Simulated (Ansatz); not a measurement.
CS2:

```xyz
6
Lattice="3.6458 -2.9943 0.0000 3.6458 2.9943 0.0000 0.0000 0.0000 9.8513" Properties=species:S:1:pos:R:3 pbc="T T T"
S     3.6458    1.9073    8.7368
S     3.6458    1.0871    3.8111
S     3.6458   -1.0871    6.0401
S     3.6458   -1.9073    1.1145
C     3.6458    0.0000    4.9256
C     0.0000    0.0000    0.0000
```

The cell comes from a database or a generator and needn't be the stable form of this composition.

Base run:

```yaml
Program: Ansatz 0.2.0
Functional: PBE
Potentials_or_basis: Ansatz PAW
Cutoff: 420 eV
Density_cutoff: 1680 eV
k_mesh: 6 × 6 × 3
Occupations: fermi-dirac, width 0.05 eV
Spin: no spin polarisation
```

Its results: band gap on the k mesh 3.41 eV, direct; pressure 0.4 GPa; largest force 0.257 eV/Å.

**Question.** After a change of settings the same cell gave: band gap on the k mesh 3.32 eV, direct; pressure -1.1 GPa; largest force 0.222 eV/Å. Which change was it?
A. functional from PBE to PBEsol
B. functional from PBE to r2SCAN; cutoff from 420 eV to 500 eV; density cutoff from 1680 eV to 2000 eV
C. functional from PBE to LDA

**Answer.** C.

LDA binds more tightly than PBE, so the same cell stands under less pressure.

Caveats: the PAW data sets come from PBE, with cores solved anew for the run's functional, which leaves a small shift of forces and pressure (some runs).

Not every run made on this cell is shown here.
